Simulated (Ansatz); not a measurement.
**BH (SMILES [BH]): CCSD(T)/def2-TZVPPD**

What is the electronic atomisation energy of BH at CCSD(T)/def2-TZVPPD? 

The results are computed with Ansatz 0.2.0.

36 further runs of the same task are left out: 36 set aside as unsound or not needed.

## Step 1: The structure to begin with

BH: 2 atoms, total charge 0, spin state singlet. As SMILES, `[BH]`. Geometry: the measured bond length.

Bond lengths: B1–H2 1.232 Å.

## Step 2: A single-point energy at CCSD(T)/def2-TZVPPD

molecule.yaml reads:

```yaml
crystal:
  periodic: [false, false, false]
  atoms:
    - symbol: B
      position_ang: [0.000000, 0.000000, 0.000000]
    - symbol: H
      position_ang: [0.000000, 0.000000, 1.232400]
basis:
  gaussian: {orbitals: def2-TZVPPD.json}
accuracy: high
scf: {omitted_lower_state_checks: [cluster_reference, increment]}
correlation: {method: ccsd_t, frozen_orbitals: {B: 1, H: 0}}
```

The basis set def2-TZVPPD is read from a file made from the Basis Set Exchange's data (not shown).

Command:

```console
$ ansatz run molecule.yaml --threads 1 --pin off --max-ram 3480MiB --events-out events.jsonl --progress --plain --runs-dir runs
```

Standard output:

```text
Warning: RAYON_NUM_THREADS=1 ignored (pool sized by the plan → 1); use --threads N
Functional definition: HF
  name "HF"
  exchange = exact_x
  correlation = 0
these checks for a lower state are left out or cut short: cluster_reference, increment
691 factors; integrals over basis functions are off by at most 3.4e-9 eV
mean field evaluation 1: about -683.4457 eV, gradient 7.5e0 eV
mean field evaluation 2: about -683.4454 eV, gradient 7.5e0 eV
mean field evaluation 4: about -683.8309 eV, gradient 5.3e-1 eV
mean field evaluation 8: about -683.8341 eV, gradient 2.8e-4 eV
mean field -683.83412992 eV, -25.1304407550 hartree, gradient 5.7e-9 eV, S^2 0.000000; 0 other end points of the search recorded, 0 dependent functions left out; unrestricted orbitals would lower it
1 core orbitals not correlated: weight in the atoms' cores, before any rotation towards them, 1.000 or more for the frozen orbitals, at most 0.000 for the correlated occupied ones
reference -683.83412992 eV, -25.1304407550 hartree; 2, 2 occupied and 51, 51 virtual orbitals, 691 factors
second order -1.99224463 eV of doubles, -0.00000000 eV of singles
cycle   1  -2.39842870 eV  change   -4.1e-1 eV  update   6.3e-2
cycle   2  -2.65501912 eV  change   -2.6e-1 eV  update   3.3e-2
cycle   3  -2.67577699 eV  change   -2.1e-2 eV  update   1.1e-2
cycle   4  -2.67893074 eV  change   -3.2e-3 eV  update   3.1e-3
cycle   5  -2.67842466 eV  change    5.1e-4 eV  update   1.3e-3
cycle   6  -2.67838684 eV  change    3.8e-5 eV  update   4.9e-4
cycle   7  -2.67870911 eV  change   -3.2e-4 eV  update   1.4e-4
cycle   8  -2.67869251 eV  change    1.7e-5 eV  update   3.7e-5
cycle   9  -2.67866411 eV  change    2.8e-5 eV  update   1.1e-5
cycle  10  -2.67867320 eV  change   -9.1e-6 eV  update   2.8e-6
cycle  11  -2.67867273 eV  change    4.8e-7 eV  update   7.2e-7
cycle  12  -2.67867239 eV  change    3.3e-7 eV  update   2.4e-7
cycle  13  -2.67867233 eV  change    6.3e-8 eV  update   7.5e-8
cycle  14  -2.67867234 eV  change   -8.9e-9 eV  update   3.7e-8
cycle  15  -2.67867229 eV  change    4.2e-8 eV  update   2.6e-8
cycle  16  -2.67867257 eV  change   -2.7e-7 eV  update   1.4e-7
cycle  17  -2.67867275 eV  change   -1.8e-7 eV  update   7.3e-8
cycle  18  -2.67867280 eV  change   -5.2e-8 eV  update   3.3e-8
cycle  19  -2.67867280 eV  change    1.8e-9 eV  update   1.3e-8
cycle  20  -2.67867279 eV  change    5.1e-9 eV  update   4.4e-9
cycle  21  -2.67867279 eV  change   5.2e-10 eV  update   1.5e-9
cycle  22  -2.67867279 eV  change  -5.1e-10 eV  update  6.3e-10
cycle  23  -2.67867279 eV  change  -5.8e-10 eV  update  2.6e-10
cycle  24  -2.67867279 eV  change  -9.1e-11 eV  update  6.8e-11
perturbative correction -0.05572492 eV, -0.0020478532 hartree
Total energy: -686.56852763 eV, -25.2309280176 hartree
Checks for a lower state left out: cluster_reference, increment
```

Run time: 0.5 s. Hardware: 1 thread of Arm Neoverse V2, shared host; peak memory 0.13 GiB.

## Step 3: The B atom at the same level

input.yaml reads:

```yaml
crystal:
  periodic: [false, false, false]
  atoms:
    - {symbol: B, position_ang: [0.000000, 0.000000, 0.000000]}
basis:
  gaussian:
    orbitals: def2-TZVPPD.json
accuracy: high
magnetization:
  spin_polarized: true
  initial_magnetization: 1
correlation:
  method: ccsd_t
  frozen_orbitals: {B: 1}
scf:
  omitted_lower_state_checks: [cluster_reference, increment]
```

The basis set def2-TZVPPD is read from a file made from the Basis Set Exchange's data (not shown).

Run the same way, it converges to -24.59804 Eh (log not shown).

## Step 4: The H atom: a single-point energy at UHF/def2-TZVPPD

input.yaml reads:

```yaml
crystal:
  periodic: [false, false, false]
  atoms:
    - {symbol: H, position_ang: [0.000000, 0.000000, 0.000000]}
basis:
  gaussian:
    orbitals: def2-TZVPPD.json
magnetization:
  spin_polarized: true
  initial_magnetization: 1
hamiltonian:
  xc: hf
accuracy: high
```

The basis set def2-TZVPPD is read from a file made from the Basis Set Exchange's data (not shown).

Run the same way, it converges to -0.49981 Eh (log not shown).

## Step 5: Summary of results

At CCSD(T)/def2-TZVPPD, 1 core orbital frozen:

| quantity | value |
| --- | --- |
| molecule: total energy | -25.23093 Eh |
| molecule: correlation energy (1 core orbital frozen) | -100.5 mEh |
| molecule: (T) correction | -2.05 mEh |
| molecule: T1 diagnostic | 0.014 |
| B atom: total energy | -24.59804 Eh |
| B atom: correlation energy (1 core orbital frozen) | -65.7 mEh |
| B atom: (T) correction | -1.33 mEh |
| B atom: ⟨S²⟩ of the reference determinant | 0.761 |
| B atom: T1 diagnostic | 0.014 |
| H atom: total energy | -0.49981 Eh |
| H atom: ⟨S²⟩ | 0.750 |
| electronic atomisation energy | 3.621 eV |

In words: Taking the molecule apart into free atoms costs 3.62 eV (84 kcal/mol), before zero-point energy and without spin-orbit coupling. The restricted solution (molecule) is unstable to spin breaking: an unrestricted one lies lower. The triples (molecule) make up 2.0 % of the correlation energy. The triples (B atom) make up 2.0 % of the correlation energy.
